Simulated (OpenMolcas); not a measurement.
**Hg: CASSCF and CASPT2 terms and fine-structure levels**

Aim: the low terms and levels of Hg, with their order and spacing, then second-order correlation under several settings.

Program: OpenMolcas 26.06. Level of theory: state-averaged CASSCF and CASPT2, spin-orbit coupling by RASSI with atomic mean-field integrals. These are calculated values, not measurements, unless marked.

## 1. What is computed

| Property | Result |
| --- | --- |
| Species | Hg (mercury, Z = 80, 80 electrons) |
| Basis | ANO-RCC-VTZP [8s7p5d3f1g], 84 functions |
| Scalar Hamiltonian | DKH2, point nucleus |
| Inactive shells | 1s 2s 2p 3s 3p 3d 4s 4p 4d 4f 5s 5p 5d |
| Active space | 2 electrons in 8 orbitals (6s 6p 7s 7p) |
| Some configurations of this space | 6p², 6s 6p, 6s² |
| Orbitals | optimised for each spin and parity, averaged over the low roots |

Outer shells as boxes (Hund's rule):

6p2
```
6p [↑ ][↑ ][  ]
```

6s 6p
```
6s [↑ ]
6p [↑ ][  ][  ]
```

6s2
```
6s [↑↓]
```

Each step is its own input file, run in one work folder so that later steps find the files of earlier ones. Labels, J, g values, rates, χT and fits are worked out afterwards by a script from the matrices that RASSI stores.

## 2. GATEWAY and SEWARD: basis and integrals

The input, a.inp:

```
&GATEWAY
Coord
1

Hg 0.0 0.0 0.0
Basis=ANO-RCC-VTZP
Group=XYZ
NoMove
AngMom=0.0 0.0 0.0
AMFI
&SEWARD
```

## 3. Start orbitals from a smaller active space

The input, a.inp:

```
&RASSCF
FileOrb=start.orb
Symmetry=1
Spin=3
nActEl=2 0 0
Inactive=20 19
Ras2=1 3
CIRoot=3 3 1
SDav=3
CIMx=300
Iter=120 100
PrWF=0.3
OrbListing=Nothing
MaxOrb=0
Atom
>>> COPY $Project.JobIph JOBPRE
```

## 4. Reference wave functions, triplets of even parity, 3 roots

The input, a.inp:

```
&RASSCF
FileOrb=start.orb
Symmetry=1
Spin=3
nActEl=2 0 0
Inactive=20 19
Ras2=2 6
CIRoot=3 3 1
SDav=16
CIMx=300
Iter=120 100
PrWF=0.3
OrbListing=Nothing
MaxOrb=0
Atom
>>> COPY $Project.JobIph JOB001
```

## 5. Reference wave functions, singlets of even parity, 1 root

The input, a.inp:

```
&RASSCF
FileOrb=start.orb
Symmetry=1
Spin=1
nActEl=2 0 0
Inactive=20 19
Ras2=2 6
CIRoot=1 1 1
SDav=24
CIMx=300
Iter=120 100
PrWF=0.3
OrbListing=Nothing
MaxOrb=0
Atom
>>> COPY $Project.JobIph JOB002
```

## 6. Reference wave functions, triplets of odd parity, 3 roots

The input, a.inp:

```
&RASSCF
FileOrb=start.orb
Symmetry=2
Spin=3
nActEl=2 0 0
Inactive=20 19
Ras2=2 6
CIRoot=3 3 1
SDav=12
CIMx=300
Iter=120 100
PrWF=0.3
OrbListing=Nothing
MaxOrb=0
Atom
>>> COPY $Project.JobIph JOB003
```

## 7. CASSCF: singlets of odd parity, 3 roots

Edit a.inp of step 6 so:

```diff
@@ -3,3 +3,3 @@
 Symmetry=2
-Spin=3
+Spin=1
 nActEl=2 0 0
@@ -15,2 +15,2 @@
 Atom
->>> COPY $Project.JobIph JOB003
+>>> COPY $Project.JobIph JOB004
```

## 8. RASSI: spin-orbit coupling between the states

The input, a.inp:

```
&RASSI
NrOfJobIphs=3 1 3 3
1
1 2 3
1 2 3
IphNames
JOB002
JOB003
JOB004
EJob
SpinOrbit
DIPRint=1.0
SOCoupling=1000.0
Subsets=2
MEES
Property=10
'ANGMOM' 1 'ANGMOM' 2 'ANGMOM' 3 'MLTPL  1' 1 'MLTPL  1' 2 'MLTPL  1' 3
'AMFI' 1 'AMFI' 2 'AMFI' 3 'MLTPL  2' 6
SOProperty=3
'ANGMOM' 1 'ANGMOM' 2 'ANGMOM' 3
```

## 9. CASPT2: IPEA 0.25, imaginary shift 0.1 (closed shells correlated: 5d)

The input, a.inp:

```
>>> COPY JOB002 $Project.JobIph
&CASPT2
Multistate=1 1
Frozen=15 19
IPEA=0.25
Imaginary=0.1
MaxIter=60
WThr=0.0 0.3 0.05
PrWF=0.5
NoMix
>>> COPY JOB003 $Project.JobIph
&CASPT2
Multistate=3 1 2 3
Frozen=15 19
IPEA=0.25
Imaginary=0.1
MaxIter=60
WThr=0.0 0.3 0.05
PrWF=0.5
NoMix
>>> COPY JOB004 $Project.JobIph
&CASPT2
Multistate=3 1 2 3
Frozen=15 19
IPEA=0.25
Imaginary=0.1
MaxIter=60
WThr=0.0 0.3 0.05
PrWF=0.5
NoMix
```

## 10. CASPT2: IPEA 0, imaginary shift 0.1 (closed shells correlated: 5d)

Edit a.inp of step 9 so:

```diff
@@ -4,3 +4,3 @@
 Frozen=15 19
-IPEA=0.25
+IPEA=0.0
 Imaginary=0.1
@@ -14,3 +14,3 @@
 Frozen=15 19
-IPEA=0.25
+IPEA=0.0
 Imaginary=0.1
@@ -24,3 +24,3 @@
 Frozen=15 19
-IPEA=0.25
+IPEA=0.0
 Imaginary=0.1
```

## 11. CASPT2: IPEA 0.25, imaginary shift 0.1 (closed shells correlated: 5d), extended multistate

Edit a.inp of step 10 so:

```diff
@@ -4,3 +4,3 @@
 Frozen=15 19
-IPEA=0.0
+IPEA=0.25
 Imaginary=0.1
@@ -12,5 +12,5 @@
 &CASPT2
-Multistate=3 1 2 3
+XMultistate=3 1 2 3
 Frozen=15 19
-IPEA=0.0
+IPEA=0.25
 Imaginary=0.1
@@ -22,5 +22,5 @@
 &CASPT2
-Multistate=3 1 2 3
+XMultistate=3 1 2 3
 Frozen=15 19
-IPEA=0.0
+IPEA=0.25
 Imaginary=0.1
```

(Steps that only read results are left out.)

**Question.** What will these runs give? Wanted: lowest level; first excited level; strongest of the lines computed, by gA, at SS-CASPT2 energies.

As calculated:

| quantity | value |
| --- | --- |
| method | SS-CASPT2, IPEA 0.25, imaginary shift 0.1 (closed shells correlated: 5d) |
| lowest level | 6s² ¹S₀, 100 % of that term |
| ground level listed by NIST | 1S0 |
| first excited level | 6s 6p ³P°₀ at 37810 cm⁻¹ |
| strongest of the lines computed, by gA, at SS-CASPT2 energies | 6s 6p ¹P°₁ → 6s² ¹S₀, 185.1 nm, A = 1.30e+09 s⁻¹ |

What each method costs and misses:

| method | time of its own steps | time with the reference | mean absolute difference from the measured levels (cm-1) |
| --- | --- | --- | --- |
| A. CASSCF | 22 s | 22 s | 4400 |
| B. SS-CASPT2, IPEA 0.25, imaginary shift 0.1, +5d | 3.3 s | 26 s | 310 |
| C. SS-CASPT2, IPEA 0, imaginary shift 0.1, +5d | 3.2 s | 26 s | 420 |
| D. XMS-CASPT2, IPEA 0.25, imaginary shift 0.1, +5d | 2.9 s | 25 s | 570 |

Times are of one thread on a shared host.

**Reading.** Method B lies closest to the measured levels (310 cm⁻¹ on average) and A farthest (4400). Only the configurations of the active space and the roots asked for are present. Not all states of the active space went into the spin-orbit step. The levels of the extra active shells were not computed. No d shell is active. Spin-orbit splittings of 6p shells come out too small at this level. Only valence configurations of the active space appear, up to the ionisation limit; * or ° marks odd parity.
